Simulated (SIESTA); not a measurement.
TeMoWS3, a slab with vacuum:

```
CELL_PARAMETERS angstrom
3.27163 0.00000 0.00000
-1.63581 2.83331 0.00000
0.00000 0.00000 39.05847
ATOMIC_POSITIONS crystal
W 0.00000 0.00000 0.65886
W 0.66667 0.33333 0.09379
Te 0.00000 0.00000 0.51863
Te 0.00000 0.00000 0.41992
Mo 0.00000 0.00000 0.28096
Mo 0.66667 0.33333 0.46931
S 0.66667 0.33333 0.61930
S 0.66667 0.33333 0.24157
S 0.00000 0.00000 0.13336
S 0.00000 0.00000 0.05426
S 0.66667 0.33333 0.69840
S 0.66667 0.33333 0.32039
```

```yaml
Program: SIESTA 5.4.2
Task: single point
Functional: PBEsol
Potentials_or_basis: PseudoDojo 0.4 standard (PBEsol files)
Basis: DZP (energy shift 0.003 Ry; two zetas on semicore shells)
Grid_cutoff: 800 Ry
Energy_shift: 0.003 Ry
k_mesh: 9 × 9 × 1
Occupations: fermi-dirac, width 0.05 eV
Spin: no spin polarisation
```

On this cell: largest force 0.160 eV/Å; band gap on the k mesh 0.08 eV, indirect (least direct gap 0.54 eV).

The same run follows on a disturbed copy (atoms moved at random, drawn with an rms of 0.05 Å):

```
W Te Mo S
1.0
     3.27163    0.00000    0.00000
    -1.63581    2.83331    0.00000
     0.00000    0.00000   39.05847
W Te Mo S
2 2 2 6
Direct
  0.01657 0.00770 0.65987
  0.66911 0.33414 0.09408
  0.98774 0.99565 0.51886
  0.98826 0.00495 0.42009
  0.01077 0.99133 0.28156
  0.67282 0.33703 0.47009
  0.64605 0.32347 0.61952
  0.66323 0.33513 0.24078
  0.99847 0.00397 0.13422
  0.99619 0.98767 0.05236
  0.66439 0.33327 0.69909
  0.65647 0.34548 0.31905
```

Question: What changes?

Answer: The energy moves by +27.7 meV/atom; largest force 2.629 eV/Å; band gap on the k mesh none (metal or under the smearing width).

Forces on the atoms (eV/Å):
```
W   -1.353 -0.685 -0.569
W   -0.163 -0.221 -0.807
Te   0.330  0.153  0.452
Te   0.386 -0.025  0.079
Mo  -1.572  0.847 -1.929
Mo  -0.717 -0.128 -0.535
S    0.861  0.462  0.341
S    0.544 -0.257  0.676
S    0.164 -0.070 -0.547
S   -0.001  0.292  1.397
S    0.492  0.223  0.157
S    1.027 -0.591  1.286
```

Stress tensor (GPa, compression positive):
```
-1.72  0.20  0.07
 0.20 -1.45 -0.48
 0.07 -0.48 -1.47
```

Caveats: short orbitals over semicore shells can move pressures by several GPa; the basis of atomic orbitals isn't converged, which shifts pressures, moduli and gaps; spin-orbit coupling is left out, which moves the levels of the heavy elements (some runs).
